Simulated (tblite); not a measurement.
# C5H12B2FN: the cost of one run

Computed with tblite 0.8.0 and PySCF 2.14.0, with density-fitted response routines of our own, on a single molecule in the gas phase. Atoms are numbered from 0 throughout.

### 1 The starting structure

21 atoms, charge 0, multiplicity 1; geometry from: force field or distance geometry start.

Bonds of the start (Å): B0–N1 1.51, N1–C2 1.43, C2–B3 1.60, B3–F4 1.45, N1–C5 1.46, C5–C6 1.50, C6–C7 1.52, C7–C8 1.52, C8–C6 1.49, B0–H9 1.20, B0–H10 1.20, C2–H11 1.11, C2–H12 1.12, B3–H13 1.21, C5–H14 1.11, C5–H15 1.09, C6–H16 1.14, C7–H17 1.11, C7–H18 1.10, C8–H19 1.13, C8–H20 1.10.

### 2 Relaxing the molecule with GFN2-xTB

What the job is given:

```
{"job": {"kind": "relax", "xc": "GFN2-xTB", "basis": "xTB"}, "charge": 0, "multiplicity": 1}
B     -1.866200    -1.448600    -0.594200
N     -0.954300    -0.637500     0.288100
C     -1.283200     0.749800     0.420000
B     -2.780900     0.961700     0.948900
F     -3.474600     2.092600     0.354300
C      0.356800    -0.708600    -0.345200
C      1.455800    -0.192400     0.528800
C      2.838900    -0.239000    -0.092800
C      2.186200     1.085700     0.274300
H     -1.403500    -2.481500    -0.990300
H     -3.050900    -1.503000    -0.446700
H     -1.148000     1.245300    -0.561800
H     -0.633100     1.277300     1.156700
H     -3.404600    -0.009700     1.308200
H      0.560300    -1.779500    -0.567000
H      0.236900    -0.155000    -1.276200
H      1.373100    -0.547600     1.604400
H      2.808700    -0.398600    -1.194900
H      3.702500    -0.597000     0.478300
H      2.727300     1.565600     1.141100
H      1.743900     1.736800    -0.493300
```

On the command line:

```
$ OMP_NUM_THREADS=1 python probes_run.py task.json out
```

One launch serves the whole session: the jobs run in the order shown.

**Question.** How long does this first job take on 1 thread of Arm Neoverse N1, shared host?

About 1.4 s.
